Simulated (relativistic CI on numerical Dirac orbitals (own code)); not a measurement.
**Si¹²⁺: one ion under different settings**

How much do the settings matter for Si¹²⁺? One ion, several inputs.

Program: relativistic CI on numerical Dirac orbitals (own code) version 3. Level of theory: Dirac-Coulomb-Breit CI, KLI orbitals optimised for each configuration, model QED (radiative potential, 1s self-energy scaled to tabulated hydrogen-like ionisation energies), numerical settings as typed. These are calculated values, not measurements, unless marked.

## 1. What is computed

```
ion            : Si¹²⁺ (Si XIII)
nuclear charge : 14
electrons      : 2
isotope        : A = 28
```

## 2. The usual input

Input settings:

```ini
atom Si  Z=14  charge=12  electrons=2
nucleus A=28  rms_radius_fm=3.1224
hamiltonian dirac-coulomb  breit=on  qed=on  c_scale=1
orbitals kli  potential=per-configuration
slater_scale 1
correlation none
mixing on
grid step=0.0125 r_max=7.7
scf mixing=0.4 start=green max_iterations=150 tolerance=2e-08 node_fill=0.05
configurations
  1s2
  1s 2s
  1s 2p
end
```

On the command line:

```sh
> python run_levels.py task.json out
```

The settings of every run stand in task.json; they run in order.

From the run's result record (rounded, not every field):

```text
{
  "status": "converged",
  "levels [i, E_cm, J2, conf, term, w_term, w_jj]": [
    [0, 0, 0, "1s2", "1S", 1, 1],
    [1, 14826372, 2, "1s 2s", "3S", 1, 1],
    [2, 14940528, 0, "1s 2p", "3P*", 1, 1],
    [3, 14942302, 2, "1s 2p", "3P*", 0.9963, 0.7226],
    [4, 14949428, 4, "1s 2p", "3P*", 1, 1],
    [5, 14950986, 0, "1s 2s", "1S", 1, 1],
    [6, 15037057, 2, "1s 2p", "1P*", 0.9963, 0.7226]
  ],
  "total_energy [Ha]": -187.77442292,
  "n_levels_all": 7,
  "overlap": 7.0818e-15,
  "scf_iterations": [7, 7, 7],
  "orbital_energies [Ha]": {"1s": -89.6412},
  "configurations [conf, odd, states, E_av_Ha, breit_Ha, qed_Ha]": [
    ["1s2", 0, 1, -187.8421186, 0.03422, 0.03349],
    ["1s 2s", 0, 4, -120.098388, 0.001603, 0.01956],
    ["1s 2p", 1, 12, -119.5897114, 0.00205, 0.0175]
  ],
  "scf_steps of the first configuration [iteration, E_Ha, residual, outer_eigenvalue_Ha]": [
    [1, -187.7231113, 0.704, -97.11],
    [2, -187.7998465, 0.422, -94.06],
    [3, -187.8421038, 0.00301, -89.62],
    [4, -187.8421186, 0.000372, -89.65],
    [5, -187.8421186, 2.01e-06, -89.64],
    [6, -187.8421186, 2.72e-07, -89.64],
    [7, -187.8421186, 4.17e-10, -89.64]
  ]
}
```

It took 0.055 s on 1 thread, shared host.

## 3. Start potential previous, QED terms off

Input settings:

```ini
atom Si  Z=14  charge=12  electrons=2
nucleus A=28  rms_radius_fm=3.1224
hamiltonian dirac-coulomb  breit=on  qed=off  c_scale=1
orbitals kli  potential=per-configuration
slater_scale 1
correlation none
mixing on
grid step=0.0125 r_max=7.7
scf mixing=0.4 start=previous max_iterations=150 tolerance=2e-08 node_fill=0.05
configurations
  1s2
  1s 2s
  1s 2p
end
```

Result record:

```text
{
  "status": "converged",
  "levels [i, E_cm, J2, conf, term, w_term]": [
    [0, 0, 0, "1s2", "1S", 1],
    [1, 14829428, 2, "1s 2s", "3S", 1],
    [2, 14944054, 0, "1s 2p", "3P*", 1],
    [3, 14945819, 2, "1s 2p", "3P*", 0.9963],
    [4, 14952926, 4, "1s 2p", "3P*", 1],
    [5, 14954041, 0, "1s 2s", "1S", 1],
    [6, 15040563, 2, "1s 2p", "1P*", 0.9963]
  ],
  "total_energy [Ha]": -187.80790389,
  "n_levels_all": 7,
  "overlap": 7.97151e-15,
  "scf_iterations": [6, 6, 6],
  "orbital_energies [Ha]": {"1s": -89.6412},
  "configurations [conf, odd, states, E_av_Ha, breit_Ha, qed_Ha]": [
    ["1s2", 0, 1, -187.8421186, 0.03422, 0],
    ["1s 2s", 0, 4, -120.098388, 0.001603, 0],
    ["1s 2p", 1, 12, -119.5897114, 0.00205, 0]
  ],
  "scf_steps of the first configuration [iteration, E_Ha, residual, outer_eigenvalue_Ha]": [
    [1, -187.4871096, 0.437, -85.18],
    [2, -187.7175294, 0.261, -86.99],
    [3, -187.8421104, 0.00517, -89.68],
    [4, -187.8421186, 0.000204, -89.64],
    [5, -187.8421186, 3.84e-06, -89.64],
    [6, -187.8421186, 1.65e-08, -89.64]
  ]
}
```

Wall time 0.022 s (1 thread, shared host).

## 4. Nuclear radius 4.0591

Input settings:

```ini
atom Si  Z=14  charge=12  electrons=2
nucleus A=28  rms_radius_fm=4.0591
hamiltonian dirac-coulomb  breit=on  qed=on  c_scale=1
orbitals kli  potential=per-configuration
slater_scale 1
correlation none
mixing on
grid step=0.0125 r_max=7.7
scf mixing=0.4 start=green max_iterations=150 tolerance=2e-08 node_fill=0.05
configurations
  1s2
  1s 2s
  1s 2p
end
```

Result record:

```text
{
  "status": "converged",
  "levels [i, E_cm, J2, conf, term, w_term]": [
    [0, 0, 0, "1s2", "1S", 1],
    [1, 14826362, 2, "1s 2s", "3S", 1],
    [2, 14940517, 0, "1s 2p", "3P*", 1],
    [3, 14942290, 2, "1s 2p", "3P*", 0.9963],
    [4, 14949416, 4, "1s 2p", "3P*", 1],
    [5, 14950976, 0, "1s 2s", "1S", 1],
    [6, 15037045, 2, "1s 2p", "1P*", 0.9963]
  ],
  "total_energy [Ha]": -187.77431456,
  "n_levels_all": 7,
  "overlap": 9.0298e-15,
  "scf_iterations": [7, 7, 7],
  "orbital_energies [Ha]": {"1s": -89.6412},
  "configurations [conf, odd, states, E_av_Ha, breit_Ha, qed_Ha]": [
    ["1s2", 0, 1, -187.8420097, 0.03422, 0.03349],
    ["1s 2s", 0, 4, -120.0983254, 0.001603, 0.01956],
    ["1s 2p", 1, 12, -119.5896563, 0.00205, 0.0175]
  ],
  "scf_steps of the first configuration [iteration, E_Ha, residual, outer_eigenvalue_Ha]": [
    [1, -187.7230025, 0.704, -97.11],
    [2, -187.7997377, 0.422, -94.06],
    [3, -187.8419949, 0.00301, -89.62],
    [4, -187.8420097, 0.000372, -89.65],
    [5, -187.8420097, 2.01e-06, -89.64],
    [6, -187.8420097, 2.72e-07, -89.64],
    [7, -187.8420097, 4.17e-10, -89.64]
  ]
}
```

It took 0.053 s on 1 thread, shared host.

The changed nuclear radius is not that of the isotope named.

## 5. Iteration limit 20, Breit term off, tolerance 0.0001

Input settings:

```ini
atom Si  Z=14  charge=12  electrons=2
nucleus A=28  rms_radius_fm=3.1224
hamiltonian dirac-coulomb  breit=off  qed=on  c_scale=1
orbitals kli  potential=per-configuration
slater_scale 1
correlation none
mixing on
grid step=0.0125 r_max=7.7
scf mixing=0.4 start=green max_iterations=20 tolerance=0.0001 node_fill=0.05
configurations
  1s2
  1s 2s
  1s 2p
end
```

Result record:

```text
{
  "status": "converged",
  "levels [i, E_cm, J2, conf, term, w_term]": [
    [0, 0, 0, "1s2", "1S", 1],
    [1, 14833881, 2, "1s 2s", "3S", 1],
    [2, 14945457, 0, "1s 2p", "3P*", 1],
    [3, 14948945, 2, "1s 2p", "3P*", 0.997],
    [4, 14956789, 4, "1s 2p", "3P*", 1],
    [5, 14957085, 0, "1s 2s", "1S", 1],
    [6, 15044736, 2, "1s 2p", "1P*", 0.997]
  ],
  "total_energy [Ha]": -187.80863409,
  "n_levels_all": 7,
  "overlap": 9.71073e-15,
  "scf_iterations": [5, 5, 5],
  "orbital_energies [Ha]": {"1s": -89.6412},
  "configurations [conf, odd, states, E_av_Ha, breit_Ha, qed_Ha]": [
    ["1s2", 0, 1, -187.8421186, 0, 0.03349],
    ["1s 2s", 0, 4, -120.0983874, 0, 0.01956],
    ["1s 2p", 1, 12, -119.5897111, 0, 0.0175]
  ],
  "scf_steps of the first configuration [iteration, E_Ha, residual, outer_eigenvalue_Ha]": [
    [1, -187.7231113, 0.704, -97.11],
    [2, -187.7998465, 0.422, -94.06],
    [3, -187.8421038, 0.00301, -89.62],
    [4, -187.8421186, 0.000372, -89.65],
    [5, -187.8421186, 2.01e-06, -89.64]
  ]
}
```

Run time: 0.05 s. Hardware: 1 thread, shared host.

## 6. Potential mixing 0.9

Input settings:

```ini
atom Si  Z=14  charge=12  electrons=2
nucleus A=28  rms_radius_fm=3.1224
hamiltonian dirac-coulomb  breit=on  qed=on  c_scale=1
orbitals kli  potential=per-configuration
slater_scale 1
correlation none
mixing on
grid step=0.0125 r_max=7.7
scf mixing=0.9 start=green max_iterations=150 tolerance=2e-08 node_fill=0.05
configurations
  1s2
  1s 2s
  1s 2p
end
```

Result record:

```text
{
  "status": "converged",
  "levels [i, E_cm, J2, conf, term, w_term]": [
    [0, 0, 0, "1s2", "1S", 1],
    [1, 14826372, 2, "1s 2s", "3S", 1],
    [2, 14940528, 0, "1s 2p", "3P*", 1],
    [3, 14942302, 2, "1s 2p", "3P*", 0.9963],
    [4, 14949428, 4, "1s 2p", "3P*", 1],
    [5, 14950986, 0, "1s 2s", "1S", 1],
    [6, 15037057, 2, "1s 2p", "1P*", 0.9963]
  ],
  "total_energy [Ha]": -187.77442292,
  "n_levels_all": 7,
  "overlap": 7.87221e-15,
  "scf_iterations": [6, 6, 6],
  "orbital_energies [Ha]": {"1s": -89.6412},
  "configurations [conf, odd, states, E_av_Ha, breit_Ha, qed_Ha]": [
    ["1s2", 0, 1, -187.8421186, 0.03422, 0.03349],
    ["1s 2s", 0, 4, -120.098388, 0.001603, 0.01956],
    ["1s 2p", 1, 12, -119.5897114, 0.00205, 0.0175]
  ],
  "scf_steps of the first configuration [iteration, E_Ha, residual, outer_eigenvalue_Ha]": [
    [1, -187.7231113, 0.704, -97.11],
    [2, -187.8414097, 0.0617, -90.28],
    [3, -187.8421184, 0.000371, -89.64],
    [4, -187.8421186, 3.91e-06, -89.64],
    [5, -187.8421186, 2.22e-07, -89.64],
    [6, -187.8421186, 4.7e-11, -89.64]
  ]
}
```

Wall time 0.051 s (1 thread, shared host).

## 7. Slater scale 0

Input settings:

```ini
atom Si  Z=14  charge=12  electrons=2
nucleus A=28  rms_radius_fm=3.1224
hamiltonian dirac-coulomb  breit=on  qed=on  c_scale=1
orbitals kli  potential=per-configuration
slater_scale 0
correlation none
mixing on
grid step=0.0125 r_max=7.7
scf mixing=0.4 start=green max_iterations=86 tolerance=2e-08 node_fill=0.05
configurations
  1s2
  1s 2s
  1s 2p
end
```

Result record:

```text
{
  "status": "converged",
  "levels [i, E_cm, J2, conf, term, w_term]": [
    [0, 0, 0, "1s2", "1S", 1],
    [1, 14857173, 2, "1s 2s", "3S", 1],
    [2, 14858583, 0, "1s 2s", "1S", 1],
    [3, 14960967, 2, "1s 2p", "3P*", 0.6087],
    [4, 14963512, 0, "1s 2p", "3P*", 1],
    [5, 14972224, 4, "1s 2p", "3P*", 1],
    [6, 14972737, 2, "1s 2p", "1P*", 0.6087]
  ],
  "total_energy [Ha]": -187.77442297,
  "n_levels_all": 7,
  "overlap": 7.0818e-15,
  "scf_iterations": [7, 7, 7],
  "orbital_energies [Ha]": {"1s": -89.6412},
  "configurations [conf, odd, states, E_av_Ha, breit_Ha, qed_Ha]": [
    ["1s2", 0, 1, -187.8421186, 0.03422, 0.03349],
    ["1s 2s", 0, 4, -120.098388, 0.001603, 0.01956],
    ["1s 2p", 1, 12, -119.5897114, 0.00205, 0.0175]
  ],
  "scf_steps of the first configuration [iteration, E_Ha, residual, outer_eigenvalue_Ha]": [
    [1, -187.7231113, 0.704, -97.11],
    [2, -187.7998465, 0.422, -94.06],
    [3, -187.8421038, 0.00301, -89.62],
    [4, -187.8421186, 0.000372, -89.65],
    [5, -187.8421186, 2.01e-06, -89.64],
    [6, -187.8421186, 2.72e-07, -89.64],
    [7, -187.8421186, 4.17e-10, -89.64]
  ]
}
```

Run time: 0.052 s. Hardware: 1 thread, shared host.

A bad setting: its result is shown only for the comparison.

## 8. Tolerance 0.3

Input settings:

```ini
atom Si  Z=14  charge=12  electrons=2
nucleus A=28  rms_radius_fm=3.1224
hamiltonian dirac-coulomb  breit=on  qed=on  c_scale=1
orbitals kli  potential=per-configuration
slater_scale 1
correlation none
mixing on
grid step=0.0125 r_max=7.7
scf mixing=0.4 start=green max_iterations=97 tolerance=0.3 node_fill=0.05
configurations
  1s2
  1s 2s
  1s 2p
end
```

Result record:

```text
{
  "status": "converged",
  "levels [i, E_cm, J2, conf, term, w_term]": [
    [0, 0, 0, "1s2", "1S", 1],
    [1, 14828626, 2, "1s 2s", "3S", 1],
    [2, 14945774, 0, "1s 2p", "3P*", 1],
    [3, 14947396, 2, "1s 2p", "3P*", 0.9969],
    [4, 14954352, 4, "1s 2p", "3P*", 1],
    [5, 14960844, 0, "1s 2s", "1S", 1],
    [6, 15049995, 2, "1s 2p", "1P*", 0.9969]
  ],
  "total_energy [Ha]": -187.77445118,
  "n_levels_all": 7,
  "overlap": 7.12418e-15,
  "scf_iterations": [3, 2, 2],
  "orbital_energies [Ha]": {"1s": -89.6182},
  "configurations [conf, odd, states, E_av_Ha, breit_Ha, qed_Ha]": [
    ["1s2", 0, 1, -187.8421038, 0.03419, 0.03346],
    ["1s 2s", 0, 4, -120.0798511, 0.001724, 0.0198],
    ["1s 2p", 1, 12, -119.5581388, 0.002255, 0.01758]
  ],
  "scf_steps of the first configuration [iteration, E_Ha, residual, outer_eigenvalue_Ha]": [
    [1, -187.7231113, 0.704, -97.11],
    [2, -187.7998465, 0.422, -94.06],
    [3, -187.8421038, 0.00301, -89.62]
  ]
}
```

Run time: 0.049 s. Hardware: 1 thread, shared host.

This setting is unsound; the numbers are not properties of the ion.

## 9. The runs side by side

| setting | total energy less usual (Ha) | largest shift of a level among the lowest eight of both runs, same label and place (cm⁻¹) | SCF iterations | time | lowest level | kind of change |
| --- | --- | --- | --- | --- | --- | --- |
| usual | 0 | 0 | 21 | 0.055 s | 1s2 1S0 | - |
| start potential previous, QED terms off | -0.0335 | 3530 | 18 | 0.022 s | 1s2 1S0 | model term |
| nuclear radius 4.0591 | 0.000108 | 11.8 | 21 | 0.053 s | 1s2 1S0 | unphysical constant |
| iteration limit 20, Breit term off, tolerance 0.0001 | -0.0342 | 7680 | 15 | 0.05 s | 1s2 1S0 | model term |
| potential mixing 0.9 | 0 | 0 | 18 | 0.051 s | 1s2 1S0 | numerical |
| Slater scale 0 | 0 | 92400 | 21 | 0.052 s | 1s2 1S0 | unsound |
| tolerance 0.3 | -2.83e-05 | 12900 | 7 | 0.049 s | 1s2 1S0 | unsound |

## 10. What came out

| quantity | value |
| --- | --- |
| lowest level, usual settings | 1s2 1S0 |
| total energy | -187.7744 Ha |
| first excitation | 1838.24 eV |

In words: Among the runs whose levels can be followed, they move most under «Slater scale 0» (unsound), by up to 92400 cm⁻¹. No visible change in the result comes from «potential mixing 0.9». Only the listed configurations are in the model.
